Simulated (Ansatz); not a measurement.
Crystal: Hf2Pd2Se2Br2O3.

```
Hf Pd Se Br O
1.0
     5.76069    0.00496   -0.00286
    -0.52750    5.84664    0.03413
    -1.48435   -0.92642    6.64586
Hf Pd Se Br O
2 2 2 2 3
Direct
  0.74540 0.39602 0.34989
  0.28763 0.45322 0.59401
  0.90854 0.13294 0.84849
  0.25249 0.90323 0.35874
  0.63469 0.40355 0.93716
  0.62597 0.78174 0.53023
  0.85273 0.99089 0.15355
  0.22526 0.82084 0.86223
  0.96040 0.28925 0.59026
  0.43233 0.24524 0.40864
  0.07457 0.58308 0.36682
```

The cell was built by a generator and needn't be a form met in nature.

Program: Ansatz 0.2.0. Alike in all runs: potentials or basis Ansatz PAW; no spin polarisation; cell as given; smearing fermi-dirac 0.05 eV.

Problem. Order these runs on this cell by their band gap on the k mesh, lowest first.
A. level B3LYP; k mesh 2 × 2 × 2; cutoff (eV) 420; mesh quality coarse
B. level RPBE; k mesh 5 × 5 × 4; cutoff (eV) 420; points for each segment of the path 10; mesh quality not flagged
C. level r2SCAN0; k mesh 2 × 2 × 2; cutoff (eV) 500; mesh quality coarse
D. level PBE0; k mesh 2 × 2 × 2; cutoff (eV) 420; mesh quality coarse

Solution. B (0.25 eV), A (1.63 eV), D (1.97 eV), C (2.13 eV).

Caveats: some runs use coarse meshes; spin-orbit coupling is left out, which moves the levels of the heavy elements.

A k mesh can miss the band edges, odd and even meshes differently.

Runs at the PBE level aren't shown here.
